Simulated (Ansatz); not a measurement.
This script makes an atomisation energy of CH4BNO, SMILES N=CBO with the Python package of Ansatz (0.2.0).

Script `ch4bno_tae.py`:
```python
'''Atomisation energy of CH4BNO at the given geometry.'''

from collections import Counter
import logging
import sys

import ansatz as az

logging.basicConfig(stream=sys.stdout, format='[%(levelname)s] %(message)s')
logger = logging.getLogger('ansatz_job')
logger.setLevel(logging.INFO)


def energy(molecule, charge=0, unpaired=0):
    calc = (
        molecule.calculation()
        .basis(gaussian='def2-TZVP')
        .functional('PBE0')
    )
    if charge:
        calc = calc.charge(charge)
    if unpaired:
        calc = calc.spin('collinear', total=unpaired)
    report = calc.run(threads=1).report
    if report['published_state_doubts']:
        print('  doubts:', report['published_state_doubts'])
    return report['free_energy_ev']

GEOMETRY = '''
N    -1.02080    0.96430   -0.44780
C     0.04640    0.78090    0.12260
B     0.46990   -0.68180    0.40530
O    -0.27140   -1.80110    0.03850
H    -1.37000    1.96680   -0.67450
H     0.69110    1.62570    0.41430
H     1.56040   -0.87770    0.96560
H    -0.01340   -2.03430   -0.87980
'''

geometry = az.Crystal.molecule()
for line in GEOMETRY.strip().splitlines():
    symbol, *xyz = line.split()
    geometry = geometry.atom(symbol, [float(v) for v in xyz])

# Hund ground states
unpaired = {'N': 3, 'C': 2, 'B': 1, 'O': 2, 'H': 1}
counts = Counter(site.symbol for site in geometry.cartesian_sites)
atom_energy = {s: energy(az.Crystal.molecule().atom(s, (0, 0, 0)), 0, unpaired[s]) for s in counts}
whole = energy(geometry, 0, 0)
for s, e in atom_energy.items():
    logger.info(f'{s:2s} x{counts[s]}  {e:14.5f} eV')
logger.info(f'CH4BNO: {whole:.5f} eV')
split = sum(counts[s] * e for s, e in atom_energy.items()) - whole
logger.info(f'atomisation energy (no zero-point term): {96.485332 * split:.1f} kJ/mol, {split / sum(counts.values()):.3f} eV an atom')
```

What does it cost to take this molecule apart into atoms?

3083.0 kJ/mol from the electronic energies, without the zero-point term.

The run itself:

```console
$ python ch4bno_tae.py
[INFO] N  x1     -1484.21287 eV
[INFO] C  x1     -1028.73662 eV
[INFO] B  x1      -669.89743 eV
[INFO] O  x1     -2041.36011 eV
[INFO] H  x4       -13.63389 eV
[INFO] CH4BNO: -5310.69521 eV
[INFO] atomisation energy (no zero-point term): 3083.0 kJ/mol, 3.994 eV an atom
```

Reading the output:
- Total energies depend on the basis set; only differences at equal settings carry meaning.
- The geometry is a force-field or estimated start, not a minimum of this method, and the basis set is short of its limit. All parts are taken at fixed geometry, without zero-point energy.
- Timing: 4.3 s on 1 thread of Arm Neoverse V1 (shared host), peak memory 0.28 GiB.
